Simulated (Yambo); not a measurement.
# InAs (F-43m) in Yambo: notebook

The runs below take InAs through optical spectrum, optical spectrum by the Bethe-Salpeter equation, with PBEsol.

Program: Yambo 5.3.0. These are calculated values, not measurements. Logs are shortened: lines on timing, memory, paths and dates and some standing lists are left out, and cuts for length are marked.

### 1 The structure

Symmetry: F-43m, No. 216, cubic system. The conventional cell has a = 6.036 Å, b = 6.036 Å, c = 6.036 Å, α = 90.00°, β = 90.00°, γ = 90.00°. In (site symmetry -43m) is surrounded by 4 As at 2.61 Å. As (site symmetry -43m) has 4 In at 2.61 Å as nearest neighbours.

### 2 Optical spectrum, PBEsol, non-collinear spin, zero start, spin-orbit coupling

Contents of optics1.in:

```
optics
chi
Chimod= "HARTREE"
% BndsRnXd
 1 | 78 |
%
NGsBlkXd= 3 Ry
% LongDrXd
 1 | 0 | 0 |
%
% QpntsRXd
 1 | 1 |
%
% EnRngeXd
 0 | 20 | eV
%
% DmRngeXd
 0.1 | 0.1 | eV
%
ETStpsXd= 200
```

Contents of scf.in:

```
&CONTROL
  calculation = 'scf'
  prefix = 'pwscf'
  outdir = './tmp'
  pseudo_dir = './pseudo'
/
&SYSTEM
  ibrav = 0
  nat = 2
  ntyp = 2
  ecutwfc = 84
  nbnd = 42
  occupations = 'smearing'
  smearing = 'fd'
  degauss = 0.00367493
  noncolin = .true.
  lspinorb = .true.
  force_symmorphic = .true.
/
&ELECTRONS
  conv_thr = 4d-10
  electron_maxstep = 120
  mixing_beta = 0.5
/
ATOMIC_SPECIES
In   114.8180 In.upf
As    74.9216 As.upf
CELL_PARAMETERS angstrom
   0.0000000000    3.0180000000    3.0180000000
   3.0180000000    0.0000000000    3.0180000000
   3.0180000000    3.0180000000    0.0000000000
ATOMIC_POSITIONS crystal
In     0.0000000000    0.0000000000    0.0000000000
As     0.7500000000    0.7500000000    0.7500000000
K_POINTS automatic
8 8 8 0 0 0
```

Contents of nscf.in:

```
&CONTROL
  calculation = 'nscf'
  prefix = 'pwscf'
  outdir = './tmp'
  pseudo_dir = './pseudo'
/
&SYSTEM
  ibrav = 0
  nat = 2
  ntyp = 2
  ecutwfc = 84
  nbnd = 148
  occupations = 'smearing'
  smearing = 'fd'
  degauss = 0.00367493
  noncolin = .true.
  lspinorb = .true.
  force_symmorphic = .true.
/
&ELECTRONS
  conv_thr = 1d-08
  diago_full_acc = .true.
  diago_thr_init = 1d-06
/
ATOMIC_SPECIES
In   114.8180 In.upf
As    74.9216 As.upf
CELL_PARAMETERS angstrom
   0.0000000000    3.0180000000    3.0180000000
   3.0180000000    0.0000000000    3.0180000000
   3.0180000000    3.0180000000    0.0000000000
ATOMIC_POSITIONS crystal
In     0.0000000000    0.0000000000    0.0000000000
As     0.7500000000    0.7500000000    0.7500000000
K_POINTS automatic
4 4 4 0 0 0
```

Potentials or basis: PseudoDojo 0.4 FR PBEsol standard.

The run is started by

```
$ OMP_NUM_THREADS=1 pw.x -in scf.in > scf.out
$ OMP_NUM_THREADS=1 pw.x -in nscf.in > nscf.out
$ cd tmp/pwscf.save; p2y; mv SAVE ../..; cd ../..
$ OMP_NUM_THREADS=1 yambo
$ OMP_NUM_THREADS=1 yambo -F optics1.in -J optics1 -C optics1_out
```

Yambo's report:

```text
[... sections 02.01 to 02.04 as in the set-up run ...]

  [02.05] Energies & Occupations
  ==============================

  [X] === General ===
  [X] Electronic Temperature                        :  0.258520E-1   300.000    [eV K]
  [X] Bosonic    Temperature                        :  0.258520E-1   300.000    [eV K]
  [X] Finite Temperature mode                       : yes
  [X] El. density                                   :  0.50930E+24 [cm-3]
  [X] Fermi Level                                   :  8.154311 [eV]

  [X] === Gaps and Widths ===
  [X] Conduction Band Min                           :  8.154311 [eV]
  [X] Valence Band Max                              :  8.154311 [eV]
  [X] Filled Bands                                  :  26
  [X] Metallic Bands                                :  27  30
  [X] Empty Bands                                   :   31  148

  [X] === Metallic Characters ===
  [X] N of el / N of met el                         :  28.00000   2.00000
  [X] Average metallic occ.                         :  0.250000

  [WARNING] [X] Metallic system

 [03] Transferred momenta grid and indexing
 ==========================================

 IBZ Q-points                                      :   8
 BZ  Q-points                                      :   64

 K/Q-points units:
 rlu = crystal or reduced units; cc = cartesian coordinates; iku = interal k-units

 Q [1]          [rlu]:  0.000000  0.000000  0.000000
 Q [2]          [rlu]: -0.69745E-17 -0.69745E-17  0.25000
 Q [3]          [rlu]:  0.13949E-16  0.13949E-16 -0.50000
 Q [4]          [rlu]: -0.24953E-17  0.25000      0.25000
 Q [5]          [rlu]:  0.19286E-16  0.25000      0.50000
 Q [6]          [rlu]:  0.13949E-16  0.25000     -0.25000
 Q [7]          [rlu]:  0.49905E-17 -0.50000     -0.50000
 Q [8]          [rlu]:  0.250000 -0.500000 -0.250000

 [04] Dipoles
 ============

  [04.01] Setup: observables and procedures
  =========================================

  [WARNING] [x,Vnl] slows the Dipoles computation. To neglect it rename the ns.kb_pp file
  [WF-Oscillators/G space/Transverse up loader] Normalization (few states)  min/max  :  0.16044E-17   1.0000

  [WR./optics1//ndb.dipoles]------------------------------------------------------
   Brillouin Zone Q/K grids (IBZ/BZ)                :    8   64    8   64
   RL vectors                                       :   5817 [WF]
   Fragmentation                                    : yes
   Electronic Temperature                           :  300.0000 [K]
   Bosonic    Temperature                           :  300.0000 [K]
   DIP band range                                   :    1   78
   DIP band range limits                            :  30  27
   DIP e/h energy range                             : -1.000000 -1.000000 [eV]
   RL vectors in the sum                            :   5817
   [r,Vnl] included                                 : yes
   Bands ordered                                    : yes
   Direct v evaluation                              : no
   Approach used                                    : G-space v
   Dipoles computed                                 : R V P [G-space]
   Wavefunctions                                    : Perdew, Burke & Ernzerhof SOL(X)+Perdew, Burke & Ernzerhof SOL(C)

  [WARNING] [r,Vnl^pseudo] included in position and velocity dipoles.

  [WARNING] In case H contains other non local terms, these are neglected

 [05] Optics
 ===========

 [X-CG] R(p) Tot o/o(of R):    4544   90208     100

 [WARNING] The system is a metal but Drude term not included.
```

It took 4.9 min on 1 thread of Arm Neoverse V2, shared host; peak memory 0.55 GiB.

Results:

```
Band gap on the k mesh, mean-field level : none (metal or under the smearing width)
```

Dielectric function (along the field direction of the input):
| energy (eV) | real part | imaginary part |
| --- | --- | --- |
| 0.30 | 107.43 | 84.94 |
| 0.90 | 15.46 | 5.44 |
| 1.61 | 57.66 | 50.69 |
| 2.31 | -16.89 | 7.88 |
| 3.02 | 6.96 | 2.59 |
| 3.62 | 21.83 | 33.69 |
| 4.32 | -19.91 | 19.31 |
| 5.03 | -9.52 | 7.05 |
| 5.73 | -6.45 | 3.76 |
| 6.33 | -4.09 | 1.46 |
| 7.04 | -1.28 | 4.26 |
| 7.74 | -1.57 | 2.40 |
| 8.44 | -2.14 | 3.52 |
| 9.05 | -1.01 | 2.38 |
| 9.75 | -2.80 | 1.51 |
| 10.45 | -1.84 | 0.67 |
| 11.16 | -1.02 | 0.23 |
| 11.76 | -0.37 | 0.45 |
| 12.46 | -0.50 | 0.44 |
| 13.17 | -0.54 | 0.75 |
| 13.87 | -0.16 | 0.19 |
| 14.47 | 0.09 | 0.23 |
| 15.18 | -0.09 | 0.40 |
| 15.88 | 0.16 | 0.32 |
| 16.58 | 0.29 | 0.32 |
| 17.19 | 0.32 | 0.20 |
| 17.89 | 0.43 | 0.34 |
| 18.59 | 0.30 | 0.33 |
| 19.30 | 0.46 | 0.29 |
| 20.00 | 0.52 | 0.34 |

Caveat: the k mesh is coarse (spacing up to 0.45 Å⁻¹), so the values aren't converged; the intraband (Drude) term of the metal is left out; the optical matrix elements of this version leave out the spin-flip part of the nonlocal potential, a small error; the ground state has no gap, which makes the many-body step unreliable; spectra need much finer meshes, so this one isn't converged; these spectra lack excitons.

### 3 Optical spectrum by the Bethe-Salpeter equation, PBEsol, non-collinear spin, zero start, spin-orbit coupling

Contents of bse2.in:

```
optics
bse
bss
rim_cut
em1s
RandQpts= 1000000
RandGvec= 50 RL
Chimod= "HARTREE"
% BndsRnXs
 1 | 78 |
%
NGsBlkXs= 5 Ry
% LongDrXs
 1 | 0 | 0 |
%
BSKmod= "SEX"
BSEmod= "retarded"
BSSmod= "d"
% BSEQptR
 1 | 1 |
%
% BSEBands
 25 | 34 |
%
BSENGexx= 20 Ry
BSENGBlk= 5 Ry
% BEnRange
 0 | 20 | eV
%
% BDmRange
 0.1 | 0.1 | eV
%
BEnSteps= 200
% BLongDir
 1 | 0 | 0 |
%
BSEprop= "abs"
WRbsWF
```

scf.in is that of step 2.

nscf.in is that of step 2.

Potentials or basis: PseudoDojo 0.4 FR PBEsol standard.

The run is started by

```
$ OMP_NUM_THREADS=1 pw.x -in scf.in > scf.out
$ OMP_NUM_THREADS=1 pw.x -in nscf.in > nscf.out
$ cd tmp/pwscf.save; p2y; mv SAVE ../..; cd ../..
$ OMP_NUM_THREADS=1 yambo
$ mkdir -p bse2; ln -s $PWD/g0w00/ndb.RIM bse2/
$ OMP_NUM_THREADS=1 yambo -F bse2.in -J bse2 -C bse2_out
$ OMP_NUM_THREADS=1 ypp -J bse2 -C bse2_out -e s -b 1
```

Yambo's report:

```text
[... sections 02.01 to 02.04 as in the set-up run ...]

  [02.05] Energies & Occupations
  ==============================

  [X] === General ===
  [X] Electronic Temperature                        :  0.258520E-1   300.000    [eV K]
  [X] Bosonic    Temperature                        :  0.258520E-1   300.000    [eV K]
  [X] Finite Temperature mode                       : yes
  [X] El. density                                   :  0.50930E+24 [cm-3]
  [X] Fermi Level                                   :  8.154311 [eV]

  [X] === Gaps and Widths ===
  [X] Conduction Band Min                           :  8.154311 [eV]
  [X] Valence Band Max                              :  8.154311 [eV]
  [X] Filled Bands                                  :  26
  [X] Metallic Bands                                :  27  30
  [X] Empty Bands                                   :   31  148

  [X] === Metallic Characters ===
  [X] N of el / N of met el                         :  28.00000   2.00000
  [X] Average metallic occ.                         :  0.250000

  [WARNING] [X] Metallic system

 [03] Transferred momenta grid and indexing
 ==========================================

 [BZ sampling] Q-grid is User defined and/or read from the database

 IBZ Q-points                                      :   8
 BZ  Q-points                                      :   64

 K/Q-points units:
 rlu = crystal or reduced units; cc = cartesian coordinates; iku = interal k-units

 Q [1]          [rlu]:  0.000000  0.000000  0.000000
 Q [2]          [rlu]: -0.69745E-17 -0.69745E-17  0.25000
 Q [3]          [rlu]:  0.13949E-16  0.13949E-16 -0.50000
 Q [4]          [rlu]: -0.24953E-17  0.25000      0.25000
 Q [5]          [rlu]:  0.19286E-16  0.25000      0.50000
 Q [6]          [rlu]:  0.13949E-16  0.25000     -0.25000
 Q [7]          [rlu]:  0.49905E-17 -0.50000     -0.50000
 Q [8]          [rlu]:  0.250000 -0.500000 -0.250000

  [03.01] X + BSE indexes
  =======================

   [03.01.01] Sigma indexes
   ========================

[... 146 lines left out ...]
     [K] Identifier                                   :   5763
     [K] Dimension                                    :  1544
     [K] Bands                                        :   25   34
     [K] Exchange                                     : yes [res]
     [K] Correlation                                  : yes [res]
     [K] Kernel`s coupling                            : no
     [K] Exchange                                     : no [cpl]
     [K] Correlation                                  : no [cpl]
     [K] W interaction is bare                        : no
     [K] ALDA kernel in R-space                       : no
     [K] RL vectors                                   :   561 [exchange]
     [K] RL vectors                                   :   89 [correlation]
     [K] E/h energy range                             : -1.000000 -1.000000 [eV]
     [K] Coupling range                               :  100.0000  100.0000 [o/o]
     [W] Interaction is diagonal                      : no
     [W] Matrix size                                  :   89
     [W] Bands                                        :    1   78
     [W] e/h energy range                             : -1.000000 -1.000000 [eV]
     [W] Poles                                        :  100.0000 [o/o]
     [W] RL vectors in the sum                        :   5817
     [W] [r,Vnl] included                             : yes
     [W] Field direction                              :  0.100000E-4   0.00000      0.00000
     [W] Coulomb Cutoff                               : none
     [W] Hxc Kernel                                   : HARTREE
     [RIM] RL components                              :   51 [col]
     [RIM] Random points                              :  1000000 [col]
     [SOC] Perturbative SOC                           : no
     [K] Kernel long-range exchange                   : BAR

    [07.01.05.03] Wave-Function Phases
    ==================================

    [BSE] WF phases found       :  39.11458 [o/o]

   [07.01.06] BSE solver(s) @q1
   ============================

   [07.01.07] Diago Solver @q1
   ===========================

   [WR./bse2//ndb.BS_diago_Q1]-----------------------------------------------------
    BS kernel          energies                      : Perdew, Burke & Ernzerhof SOL(X)+Perdew, Burke & Ernzerhof SOL(C)
    [K] Identifier                                   :   5763
    [K] Dimension                                    :  1544
    [K] Bands                                        :   25   34
    [K] Exchange                                     : yes [res]
    [K] Correlation                                  : yes [res]
    [K] Kernel`s coupling                            : no
    [K] Exchange                                     : no [cpl]
    [K] Correlation                                  : no [cpl]
    [K] W interaction is bare                        : no
    [K] ALDA kernel in R-space                       : no
    [K] RL vectors                                   :   561 [exchange]
    [K] RL vectors                                   :   89 [correlation]
    [K] E/h energy range                             : -1.000000 -1.000000 [eV]
    [K] Coupling range                               :  100.0000  100.0000 [o/o]
    [W] Interaction is diagonal                      : no
    [W] Matrix size                                  :   89
    [W] Bands                                        :    1   78
    [W] e/h energy range                             : -1.000000 -1.000000 [eV]
    [W] Poles                                        :  100.0000 [o/o]
    [W] RL vectors in the sum                        :   5817
    [W] [r,Vnl] included                             : yes
    [W] Field direction                              :  0.100000E-4   0.00000      0.00000
    [W] Coulomb Cutoff                               : none
    [W] Hxc Kernel                                   : HARTREE
    [RIM] RL components                              :   51 [col]
    [RIM] Random points                              :  1000000 [col]
    [SOC] Perturbative SOC                           : no
    [K] Kernel long-range exchange                   : BAR
    [BSS] Eigenstates included                       : yes
    [BSS] Field direction                            :  0.100000E-4   0.00000      0.00000
    [BSS] Eigenstates computed                       :  1544
    [BSS] Number of BSE matrices                     :  1
```

o-bse2.eps_q1_diago_bse:

```text
# Absorption @ Q(1):   1.00000000      0.00000000      0.00000000    [q->0 direction]
#
[... 52 lines left out ...]
#
        0.000000           0.000000           27.55008           0.000000           25.13482
        0.100503           0.166099           27.62907           0.129127           25.19637
        0.201005           0.355912           27.86786           0.276133           25.38265
        0.301508           0.613001           28.22970           0.478723           25.66901
        0.402010           0.786023           28.66175           0.626507           25.98060
        0.502513           0.938235           29.42652           0.720430           26.55365
[... 192 lines left out ...]
        19.89950           0.004979           0.528395           0.005427           0.486963
        20.00000           0.004899           0.533358           0.005340           0.492373
#
```

o-bse2.exc_qpt1_E_sorted:

```text
# [K] Identifier                                  :   5763
# [K] Dimension                                   :  1544
# [K] Bands                                       :   25   34
# [K] Exchange                                    : yes [res]
# [K] Correlation                                 : yes [res]
# [K] Kernel`s coupling                           : no
# [K] Exchange                                    : no [cpl]
# [K] Correlation                                 : no [cpl]
[... 27 lines left out ...]
#    E [ev]             Strength           Index
#
    0.334662757        0.351692346E-7      1.00000000
    0.334715953        0.171457697E-7      2.00000000
    0.334774560        0.179500605E-7      3.00000000
    0.340418925        0.118921761E-5      4.00000000
    0.340451976        0.210327930E-7      5.00000000
    0.342023591        0.628313250E-3      6.00000000
[... 35 lines left out ...]
     1.75392108        0.188056747E-5      42.0000000
     1.75392540        0.380799369E-5      43.0000000
[... 1503 further lines ...]
```

Wall time 8.2 min (1 thread of Arm Neoverse V2, shared host); peak memory 0.55 GiB.

Results:

```
Band gap on the k mesh, mean-field level : none (metal or under the smearing width)
```

Dielectric function (along the field direction of the input):
| energy (eV) | real part | imaginary part |
| --- | --- | --- |
| 0.30 | 28.23 | 0.61 |
| 0.90 | 35.73 | 2.65 |
| 1.61 | 20.81 | 82.00 |
| 2.31 | -12.20 | 5.66 |
| 3.02 | 10.55 | 3.49 |
| 3.62 | -11.20 | 52.03 |
| 4.32 | -14.74 | 7.08 |
| 5.03 | -7.45 | 5.35 |
| 5.73 | -6.29 | 3.16 |
| 6.33 | -4.78 | 0.88 |
| 7.04 | -4.29 | 4.48 |
| 7.74 | -2.90 | 2.05 |
| 8.44 | -2.25 | 0.88 |
| 9.05 | -2.33 | 0.20 |
| 9.75 | -1.49 | 0.08 |
| 10.45 | -1.03 | 0.05 |
| 11.16 | -0.70 | 0.05 |
| 11.76 | -0.52 | 0.03 |
| 12.46 | -0.32 | 0.03 |
| 13.17 | -0.16 | 0.02 |
| 13.87 | -0.03 | 0.02 |
| 14.47 | 0.06 | 0.01 |
| 15.18 | 0.16 | 0.01 |
| 15.88 | 0.24 | 0.01 |
| 16.58 | 0.31 | 0.01 |
| 17.19 | 0.36 | 0.01 |
| 17.89 | 0.41 | 0.01 |
| 18.59 | 0.46 | 0.01 |
| 19.30 | 0.50 | 0.01 |
| 20.00 | 0.53 | 0.00 |

Caveat: the k mesh is coarse (spacing up to 0.45 Å⁻¹), so the values aren't converged; the intraband (Drude) term of the metal is left out; the optical matrix elements of this version leave out the spin-flip part of the nonlocal potential, a small error; the ground state has no gap, which makes the many-body step unreliable; the transitions start from uncorrected Kohn-Sham levels, so peaks lie too low; exciton energies and binding change strongly with the k mesh and aren't converged on this one; spectra need much finer meshes, so this one isn't converged.
